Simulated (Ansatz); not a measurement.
# GaC+ (triplet): the correlation ladder, cc-pVTZ

One table from this session's results is given with a row withheld; the runs are named, their logs left out.

Method: cc-pVTZ, core rule «outside noble gas», up to 15 orbitals frozen; program: Ansatz 0.2.0, Gaussian basis.

The runs, in order: UHF; CCSD(T) on ROHF; CCSD(T) on UHF; BCCD(T) on ROHF; CISD; CCSDT(Q) on ROHF; CCSDT(Q) on UHF; CASSCF and MRCISD+Q, 6 electrons in 8 orbitals; CASSCF and NEVPT2, 6 electrons in 8 orbitals.

16 further runs of the same task are left out: 1 for a known fault of the program, 8 that didn't finish, 7 set aside as unsound or not needed.

**The system**

The geometry is a PBE0/def2-TZVP stationary point (not a proven minimum) of the parent state, kept for this charge and spin. No spin-orbit coupling is included. The filled d shell of Ga may be among the frozen orbitals whatever the setting's name suggests; the logs give the count.

2 atoms, charge 1, spin multiplicity 3.

Atoms are counted from 1 here; the program's logs count them from 0.

Bond lengths: C1–Ga2 2.002 Å.

The first run:

in.yaml

```yaml
crystal:
  periodic: [false, false, false]
  atoms:
    - {symbol: C, position_ang: [0.000000, 0.000000, 0.000000]}
    - {symbol: Ga, position_ang: [0.000000, 0.000000, 2.001600]}
basis:
  gaussian: {orbitals: cc-pVTZ}
total_charge: 1
magnetization: {spin_polarized: true, initial_magnetization: 2}
hamiltonian: {xc: hf}
output: {orbitals: {seedname: orbitals}}
```

The run is started by

```
> ansatz run in.yaml --threads 1 --pin off --events-out ev --progress --plain --max-ram 2393MiB
```

Among the steps run: UHF; CCSD(T) on ROHF; CCSD(T) on UHF; BCCD(T) on ROHF; CISD; CCSDT(Q) on ROHF; CCSDT(Q) on UHF; CASSCF and MRCISD+Q, 6 electrons in 8 orbitals; CASSCF and NEVPT2, 6 electrons in 8 orbitals.

One of the session's tables, all rows but one given; the rest of the session is left out.

It belongs to the step «Misses and costs». 

| method | from RCCSDT(Q) (kJ/mol) |
| --- | --- |
| ROHF | +443.1 |
| UHF | +373.2 |
| RMP2 | +118.3 |
| UMP2 | +114.4 |
| RCCSD | +27.9 |
| UCCSD | +30.2 |
| RCCSD(T) | +6.7 |
| UCCSD(T) | +10.3 |
| BCCD(T) | +7.5 |
| RCCSDT | ? |
| UCCSDT | +1.7 |
| RCCSDT(Q) | 0 |
| UCCSDT(Q) | -0.1 |
| CASSCF valence | +214.1 |
| NEVPT2 valence | +39.9 |
| MRCISD valence | +8.2 |
| MRCISD+Q valence | +0.3 |

Estimate the missing values for RCCSDT.

The run gave: from RCCSDT(Q) (kJ/mol): +1.2. In the column «from RCCSDT(Q) (kJ/mol)» it lies between MRCISD+Q valence (+0.3) and UCCSDT (+1.7).

Not comparable, so not listed: CISD (they don't share determinant, frozen orbitals or solution with the rows shown, or repeat one).

To keep in mind: The determinant is far from a pure spin state, so its energy mixes those of several spin states (harmless only where they are near-degenerate, as at dissociation). Restricted and unrestricted rows rest on different reference determinants; where their highest levels disagree by more than a few hundredths of an eV, they describe different states and don't form one ladder.
